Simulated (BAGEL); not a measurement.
# HF/3-21G (density fitting with qzvpp-jkfit) run of ZnSiH3OF (SMILES [F][Zn][O][SiH3])

Aim: the vertical singlet–triplet gap of ZnSiH3OF at HF/3-21G (density fitting with qzvpp-jkfit), from 2 runs. 

Program for the calculation: BAGEL 1.2.2.

6 further runs of the same task are left out: 1 for a known fault of the program, 4 that didn't finish, 1 set aside as unsound or not needed. Runs told in other sessions of the task aren't counted.

## (1) The system as given

The species is ZnSiH3OF (7 atoms), meant as a singlet with charge 0. As SMILES, `[F][Zn][O][SiH3]`. Geometry: relaxed at PBE0-D4/def2-TZVP.

Bond lengths: F1–Zn2 1.735 Å, Zn2–O3 1.746 Å, O3–Si4 1.628 Å, Si4–H5 1.486 Å, Si4–H6 1.491 Å, Si4–H7 1.491 Å. Angles: F1–Zn2–O3 177.5°, Zn2–O3–Si4 142.6°, O3–Si4–H5 108.8°, O3–Si4–H6 111.3°, O3–Si4–H7 111.3°, H5–Si4–H6 108.8°, H5–Si4–H7 108.8°, H6–Si4–H7 107.7°.

## (2) The energy at HF/3-21G (density fitting with qzvpp-jkfit)

job.json

```json
{ "bagel" : [

{
  "title" : "molecule",
  "basis" : "3-21g",
  "df_basis" : "qzvpp-jkfit",
  "angstrom" : true,
  "geometry" : [
    { "atom" : "F", "xyz" : [      -0.271900,      -3.235000,       1.835900 ] },
    { "atom" : "Zn", "xyz" : [      -0.419400,      -1.764100,       0.927600 ] },
    { "atom" : "O", "xyz" : [      -0.642200,      -0.299700,       0.002700 ] },
    { "atom" : "Si", "xyz" : [       0.148400,       1.009100,      -0.555500 ] },
    { "atom" : "H", "xyz" : [      -0.806200,       1.856400,      -1.316000 ] },
    { "atom" : "H", "xyz" : [       0.720900,       1.813000,       0.561800 ] },
    { "atom" : "H", "xyz" : [       1.270400,       0.620300,      -1.456600 ] }
  ]
},

{ "title" : "hf", "charge" : 0 },

{ "title" : "print", "file" : "orbitals.molden", "orbitals" : true }

]}
```

On the command line:

```sh
$ BAGEL_NUM_THREADS=1 BAGEL job.json > job.out
```

What it wrote:

```text
* using 1 threads per process

  ===============================================================
  ===============================================================

  *** Geometry ***

  { "atom" : "F", "xyz" : [     -0.513817,     -6.113264,      3.469348 ] },
  { "atom" : "Zn", "xyz" : [     -0.792551,     -3.333666,      1.752910 ] },
  { "atom" : "O", "xyz" : [     -1.213582,     -0.566351,      0.005102 ] },
  { "atom" : "Si", "xyz" : [      0.280435,      1.906923,     -1.049743 ] },
  { "atom" : "H", "xyz" : [     -1.523497,      3.508088,     -2.486880 ] },
  { "atom" : "H", "xyz" : [      1.362304,      3.426073,      1.061648 ] },
  { "atom" : "H", "xyz" : [      2.400708,      1.172197,     -2.752575 ] },

  Number of auxiliary basis functions:      600

  Since a DF basis is specified, we compute 2- and 3-index integrals:
    o Being stored without compression. Storage requirement is 0.020 GB

  Number of basis functions:       64
  Number of electrons      :       64

    * METHOD: MOLECULE                             1.09

  *** RHF ***

  === Nuclear Repulsion ===
   320.8782912772

      * DIIS with orbital gradients will be used.

  === RHF iteration (3-21g) ===
      0      -2231.36034636          0.02672126           0.33
      1      -2231.49355766          0.01931411           0.28
      2      -2231.59045690          0.00132912           0.22
      3      -2231.59151736          0.00070003           0.24
      4      -2231.59175038          0.00018188           0.24
      5      -2231.59178629          0.00004323           0.28
      6      -2231.59178818          0.00001366           0.31
      7      -2231.59178824          0.00000425           0.31
      8      -2231.59178825          0.00000170           0.29
      9      -2231.59178825          0.00000080           0.29
     10      -2231.59178825          0.00000027           0.29
     11      -2231.59178825          0.00000010           0.26
     12      -2231.59178825          0.00000003           0.27
     13      -2231.59178825          0.00000001           0.26
     14      -2231.59178825          0.00000000           0.26
    * SCF iteration converged.

    * Permanent dipole moment:
           (   -0.186560,    -0.311196,     0.133298) a.u.

    * METHOD: HF                                   5.00

    * METHOD: PRINT                                0.03

  ===============================================================
```

Wall time 6.9 s (1 thread of AMD EPYC, shared host); peak memory 0.13 GiB.

## (3) The triplet at the same level

input.json

```json
{ "bagel": [

{
  "title": "molecule",
  "basis": "3-21g",
  "df_basis": "qzvpp-jkfit",
  "angstrom": "true",
  "geometry": [
    { "atom": "F", "xyz": [   -0.271900,   -3.235000,    1.835900 ] },
    { "atom": "Zn", "xyz": [   -0.419400,   -1.764100,    0.927600 ] },
    { "atom": "O", "xyz": [   -0.642200,   -0.299700,    0.002700 ] },
    { "atom": "Si", "xyz": [    0.148400,    1.009100,   -0.555500 ] },
    { "atom": "H", "xyz": [   -0.806200,    1.856400,   -1.316000 ] },
    { "atom": "H", "xyz": [    0.720900,    1.813000,    0.561800 ] },
    { "atom": "H", "xyz": [    1.270400,    0.620300,   -1.456600 ] }
  ]
},
{ "title": "uhf", "nopen": 2 },
{ "title": "print", "file": "orbitals.molden", "orbitals": "true" }

]}
```

On the command line:

```sh
$ BAGEL_NUM_THREADS=1 BAGEL input.json > input.out
```

What it wrote:

```text
* using 1 threads per process

  ===============================================================
  ===============================================================

  *** Geometry ***

  { "atom" : "F", "xyz" : [     -0.513817,     -6.113264,      3.469348 ] },
  { "atom" : "Zn", "xyz" : [     -0.792551,     -3.333666,      1.752910 ] },
  { "atom" : "O", "xyz" : [     -1.213582,     -0.566351,      0.005102 ] },
  { "atom" : "Si", "xyz" : [      0.280435,      1.906923,     -1.049743 ] },
  { "atom" : "H", "xyz" : [     -1.523497,      3.508088,     -2.486880 ] },
  { "atom" : "H", "xyz" : [      1.362304,      3.426073,      1.061648 ] },
  { "atom" : "H", "xyz" : [      2.400708,      1.172197,     -2.752575 ] },

  Number of auxiliary basis functions:      600

  Since a DF basis is specified, we compute 2- and 3-index integrals:
    o Being stored without compression. Storage requirement is 0.020 GB

  Number of basis functions:       64
  Number of electrons      :       64

    * METHOD: MOLECULE                             0.88

  *** Open-shell HF ***

  === Nuclear Repulsion ===
   320.8782912772

      * DIIS with orbital gradients will be used.

  === UHF iteration (3-21g) ===
      0      -2230.99235882          0.05553717           0.70
      1      -2231.08709718          0.05527300           0.47
      2      -2231.19936570          0.04432664           0.41
      3      -2231.36854691          0.00678214           0.38
      4      -2231.38594690          0.00477749           0.36
      5      -2231.40166317          0.00231975           0.47
      6      -2231.40591252          0.00074907           0.53
      7      -2231.40625328          0.00037857           0.59
      8      -2231.40644443          0.00007823           0.49
      9      -2231.40654370          0.00004138           0.54
     10      -2231.40657383          0.00001634           0.52
     11      -2231.40657767          0.00000852           0.48
     12      -2231.40657812          0.00000441           0.52
     13      -2231.40657817          0.00000287           0.51
     14      -2231.40657819          0.00000206           0.49
     15      -2231.40657819          0.00000160           0.52
     16      -2231.40657820          0.00000149           0.47
     17      -2231.40657820          0.00000143           0.39
     18      -2231.40657820          0.00000138           0.36
     19      -2231.40657821          0.00000133           0.34
     20      -2231.40657821          0.00000128           0.37
     21      -2231.40657823          0.00000112           0.37
     22      -2231.40657826          0.00000060           0.35
     23      -2231.40657827          0.00000033           0.37
     24      -2231.40657827          0.00000021           0.36
     25      -2231.40657827          0.00000013           0.36
     26      -2231.40657827          0.00000007           0.34
     27      -2231.40657827          0.00000005           0.35
     28      -2231.40657827          0.00000003           0.38
     29      -2231.40657827          0.00000003           0.37
     30      -2231.40657827          0.00000003           0.37
     31      -2231.40657827          0.00000002           0.35
     32      -2231.40657827          0.00000002           0.35
     33      -2231.40657827          0.00000002           0.34
     34      -2231.40657827          0.00000002           0.37
     35      -2231.40657827          0.00000002           0.37
     36      -2231.40657827          0.00000002           0.36
     37      -2231.40657827          0.00000001           0.35
     38      -2231.40657827          0.00000001           0.36
    * SCF iteration converged.

    * S^2 (UHF) is 2.0089

    * Permanent dipole moment:
           (    0.298452,    -2.028520,     1.278487) a.u.

    * METHOD: UHF                                 17.12

    * METHOD: PRINT                                0.03

  ===============================================================
```

Wall time 19 s (1 thread of AMD EPYC, shared host); peak memory 0.12 GiB.

## (4) Outcome

At HF/3-21G (density fitting with qzvpp-jkfit):

```
                                        quantity           value
                           singlet: total energy  -2231.59179 Eh
                          singlet: dipole moment          0.98 D
                            singlet: HOMO energy       -11.67 eV
                            singlet: LUMO energy         1.48 eV
                          singlet: HOMO–LUMO gap        13.15 eV
                           triplet: total energy  -2231.40658 Eh
                          triplet: dipole moment          6.14 D
                                   triplet: ⟨S²⟩           2.009
vertical energy of the triplet above the singlet        5.040 eV
```

What this shows: At this shape the triplet lies 5.04 eV (116 kcal/mol) above the singlet.
